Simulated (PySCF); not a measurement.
# CoOCl: structure of the quintet

Aim: relax CoOCl as a quintet from a PBE0 minimum start, check by its vibrations whether the end is a minimum, and collect its spectrum and constants.

The runs use PySCF 2.14.0; PBE0, basis Co def2-SVP, O def2-SVP, Cl def2-SVP, no relativity, density fitting.

## 1. The system as given

3 atoms, charge 0, spin multiplicity 5.

Bond lengths: Co1–O2 1.610 Å, Co1–Cl3 2.131 Å. Angles: O2–Co1–Cl3 180.0°.

```xyz
3
charge 0 multiplicity 5
Co    0.0000    0.0000   -0.4439
O     0.0000    0.0000   -2.0536
Cl    0.0000    0.0000    1.6871
```

## 2. First SCF at the start

The steps below are one call of a driver around PySCF. For each, scf.py gives the equivalent set-up of the SCF; relaxations use the driver's own optimiser. After this first run the driver tries any further starts and a stability analysis.

scf.py

```python
from pyscf import gto, scf, dft
mol = gto.M(atom='''
Co    -0.000000     0.000000    -0.443857
O     -0.000000    -0.000000    -2.053581
Cl     0.000000    -0.000000     1.687119''',
    basis={'Co': 'def2-SVP', 'O': 'def2-SVP', 'Cl': 'def2-SVP'},
    charge=0, spin=4)
mf = dft.UKS(mol, xc='PBE0')
mf.grids.atom_grid = (50, 194)
aux = {'Co': 'def2-universal-JKFIT', 'O': 'def2-universal-JKFIT', 'Cl': 'def2-universal-JKFIT'}
mf = mf.density_fit(auxbasis=aux)
mf.conv_tol = 1e-08
mf.diis_space = 10
mf.max_cycle = 60
mf.init_guess = 'minao'
mf.verbose = 4
mf.kernel()
```

Run with:

```bash
> OMP_NUM_THREADS=2 python axn.py task.json out
```

The log of the run, shortened:

```text
[... the frontier levels of the middle cycles are left out ...]
init E= -1916.37205486354
[... the frontier-level lines of each cycle are left out ...]
cycle= 1 E= -1905.04281204619  delta_E= 11.3  |g|= 3.52  |ddm|= 9.29
cycle= 2 E= -1888.32556241626  delta_E= 16.7  |g|= 5.06  |ddm|= 9.37
cycle= 3 E= -1912.04986103617  delta_E= -23.7  |g|= 3.27  |ddm|=  6.3
cycle= 4 E= -1913.72412525641  delta_E= -1.67  |g|= 2.72  |ddm|= 1.77
cycle= 5 E= -1913.016208339  delta_E= 0.708  |g|= 3.07  |ddm|= 1.83
cycle= 6 E= -1913.38304314458  delta_E= -0.367  |g|= 2.97  |ddm|= 0.863
cycle= 7 E= -1913.11906442128  delta_E= 0.264  |g|= 3.04  |ddm|= 0.155
cycle= 8 E= -1913.32886162732  delta_E= -0.21  |g|= 3.01  |ddm|= 0.254
cycle= 9 E= -1913.45960909724  delta_E= -0.131  |g|= 2.97  |ddm|= 1.08
cycle= 10 E= -1913.33261081166  delta_E= 0.127  |g|= 3.01  |ddm|= 0.0706
cycle= 11 E= -1913.92022133655  delta_E= -0.588  |g|= 2.84  |ddm|= 1.09
cycle= 12 E= -1899.44715114111  delta_E= 14.5  |g|= 3.71  |ddm|= 11.5
cycle= 13 E= -1912.94073317075  delta_E= -13.5  |g|= 3.02  |ddm|= 11.5
cycle= 14 E= -1912.55698398338  delta_E= 0.384  |g|= 3.12  |ddm|= 0.173
[... 46 cycles left out ...]
SCF not converged.
init E= -1916.37205486354
[... 20 cycles left out ...]
SCF not converged.
init E= -1917.33981251526
[... 16 cycles left out ...]
cycle= 17 E= -1917.33991052326  delta_E= -4.48e-07  |g|= 0.000125  |ddm|= 0.00206
cycle= 18 E= -1917.33991063407  delta_E= -1.11e-07  |g|= 0.000126  |ddm|= 0.000507
cycle= 19 E= -1917.33991346693  delta_E= -2.83e-06  |g|= 0.000556  |ddm|= 0.014
cycle= 20 E= -1917.33991507436  delta_E= -1.61e-06  |g|= 0.000325  |ddm|= 0.00785
cycle= 21 E= -1917.33991540832  delta_E= -3.34e-07  |g|= 0.000116  |ddm|= 0.00158
cycle= 22 E= -1917.33992258228  delta_E= -7.17e-06  |g|= 0.00303  |ddm|= 0.0666
cycle= 23 E= -1917.33992519924  delta_E= -2.62e-06  |g|= 0.000876  |ddm|= 0.00489
cycle= 24 E= -1917.3399252603  delta_E= -6.11e-08  |g|= 0.000779  |ddm|= 0.000218
cycle= 25 E= -1917.33992561577  delta_E= -3.55e-07  |g|= 0.00107  |ddm|= 0.00653
cycle= 26 E= -1917.33992605651  delta_E= -4.41e-07  |g|= 0.00124  |ddm|= 0.00853
cycle= 27 E= -1917.33992457304  delta_E= 1.48e-06  |g|= 0.00111  |ddm|= 0.0212
cycle= 28 E= -1917.339925592  delta_E= -1.02e-06  |g|= 0.00141  |ddm|= 0.0153
cycle= 29 E= -1917.33992422827  delta_E= 1.36e-06  |g|= 0.000886  |ddm|= 0.02
cycle= 30 E= -1917.33992614272  delta_E= -1.91e-06  |g|= 0.00113  |ddm|= 0.0258
SCF not converged.
macro= 0  E= -1917.33992649074  delta_E= -3.48015e-07  |g|= 0.000112386  2 KF 9 JK
macro= 1  E= -1917.33992734154  delta_E= -8.50802e-07  |g|= 0.000104521  1 KF 8 JK
macro= 2  E= -1917.33992734405  delta_E= -2.51111e-09  |g|= 9.83802e-05  1 KF 3 JK
macro X = 3  E=-1917.33992734405  |g|= 9.83802e-05  total 5 KF 24 JK
converged SCF energy = -1917.33992734405  <S^2> = 6.0155373  2S+1 = 5.006211
```

This step, with its further starts and checks, needed 31 s of wall time on 2 threads of Arm Neoverse N1, shared host.

Energies from each starting density:

| start | energy (Eh) |
| --- | --- |
| the minimal-basis guess | -1917.339927 |
| a thermally smeared density | -1917.339866 |
| a smeared PBE density | -1917.339848 |

Where DIIS stalls, the driver goes on with a level shift of 0.3 Eh and then with a second-order solver.

No lower solution of this spin turned up from the other starts or in the test of internal stability.

## 3. Relaxing the quintet from the PBE0 minimum start

The program finds C∞v symmetry in the start, which this walk keeps. Threshold on the gradient: 0.0003 Eh/bohr, with a further test on the energy change.

Edit scf.py of step 2 so:

```diff
@@ -3,3 +3,3 @@
-Co    -0.000000     0.000000    -0.443857
-O     -0.000000    -0.000000    -2.053581
-Cl     0.000000    -0.000000     1.687119''',
+Co     0.000000     0.000000    -0.443783
+O      0.000000     0.000000    -2.053507
+Cl     0.000000     0.000000     1.687193''',
@@ -15 +14,0 @@
-mf.init_guess = 'minao'
```

The optimiser's trace:

| step | energy (Eh) | change (kJ/mol) | largest symmetric gradient (Eh/bohr) |
| --- | --- | --- | --- |
| 0 | -1917.339927 | 0.00 | 0.00025 |

The walk took 1.5 s.

End point (C∞v, 0 steps, 0.0 kJ/mol gained): Co–Cl 2.131 Å, Co–O 1.610 Å; Cl–Co–O 180.0°.

## 4. Vibrations and properties at this point

The point is checked on the finer grid, and tightened if its gradient asks for it. The Hessian and the dipole derivatives come from central differences of analytic gradients, with steps of 0.02 bohr.

Edit scf.py of step 3 so:

```diff
@@ -3,2 +3,2 @@
-Co     0.000000     0.000000    -0.443783
-O      0.000000     0.000000    -2.053507
+Co     0.000000    -0.000000    -0.443783
+O      0.000000    -0.000000    -2.053507
@@ -9 +9 @@
-mf.grids.atom_grid = (50, 194)
+mf.grids.atom_grid = (75, 302)
@@ -12 +12 @@
-mf.conv_tol = 1e-08
+mf.conv_tol = 1e-10
```

This SCF starts from the last density.

SCF at the final geometry:

```text
init E= -1917.34001022385
[... the frontier-level lines of each cycle are left out ...]
cycle= 1 E= -1917.34001022388  delta_E= -2.86e-11  |g|= 2.67e-06  |ddm|= 8.91e-06
Extra cycle  E= -1917.34001022389  delta_E= -1.32e-11  |g|= 6.94e-06  |ddm|= 9.62e-06
converged SCF energy = -1917.34001022389  <S^2> = 6.0155371  2S+1 = 5.006211
```

The whole step took 32 s.

Geometry: C∞v; Co–Cl 2.131 Å, Co–O 1.610 Å; Cl–Co–O 180.0°.

Modes, for the most abundant isotopes:

```tsv
ω (cm⁻¹)	IR (km/mol)	type
97	37.9	bend
97	37.9	bend
417	32.9	stretch
885	39.1	stretch
```

All wavenumbers are real: a minimum.

Here the density breaks the symmetry of the frame, and no labels are given; pairs that should be degenerate can split.

Properties at this point:

```yaml
Dipole_moment: 0.45 D
Highest_occupied_level: -8.54 eV
Lowest_empty_level: -4.08 eV
Rotational_constants: 0.09439 cm⁻¹
Zero-point_energy: 8.9 kJ/mol
Principal_polarisabilities: 18.2, 18.2, 60.1 bohr³
Atomisation_energy_without_zero-point_energy: 748 kJ/mol
Principal_traceless_quadrupole_moments_about_the_centre_of_mass: -12.84, 6.42, 6.42 D Å
Entropy_at_298.15_K_and_1_bar_electronic_part_spin_only: 287.0 J/(mol K)
Heat_capacity_Cp_at_298.15_K: 53.6 J/(mol K)
Enthalpy_at_298.15_K_above_0_K: 13.49 kJ/mol
Rotational_symmetry_number: 1
Spin_squared_⟨S²⟩: 6.016
```

Charges (e) and bond orders:

```tsv
atom	Mulliken	Löwdin	polar tensor	spin (Mulliken)	Mayer order to Co1
Co1	0.83	0.50	1.12	2.88	–
O2	-0.47	-0.28	-0.50	1.05	1.80
Cl3	-0.36	-0.23	-0.62	0.07	0.99
```

Outer orbital energies (eV). α occupied: -13.00, -11.74, -9.91, -9.91, -9.89, -9.31, -8.54, -8.54; empty: -0.50, 1.54, 1.54, 3.33. β occupied: -21.92, -11.28, -10.00, -9.88, -9.88, -9.30, -8.57, -8.57; empty: -4.08, -3.53, -3.53, -3.04.

Mulliken populations on Co1: s 6.48, p 12.45, d 7.25, f 0.00.

## 5. Outcome

```
                                          quantity                                        value
                                           minimum                                 quintet, C∞v
                                          geometry  Co–Cl 2.131 Å, Co–O 1.610 Å; Cl–Co–O 180.0°
                                wavenumbers (cm⁻¹)                             97, 97, 417, 885
                                     dipole moment                                       0.45 D
highest occupied, lowest empty level (either spin)                              -8.54, -4.08 eV
                        polar-tensor charge of Co1                                      +1.12 e
                                 zero-point energy                                   8.9 kJ/mol
                               entropy at 298.15 K                              287.0 J/(mol K)
         atomisation energy (no zero-point energy)                                   748 kJ/mol
                                              ⟨S²⟩                                        6.016
```

The molecule stays C∞v, as typed, and the end point is a minimum. The strongest infrared band lies at 97 cm⁻¹ (bend). Most of the spin sits on Co1 (Mulliken spin 2.88, against 4 for the whole molecule). Only this shape and spin were tried, so other structures or states may lie lower. The SCF density has lower symmetry than the nuclear frame. One determinant may miss the lowest occupation of an open d or f shell.

The search up to here took 65 s.
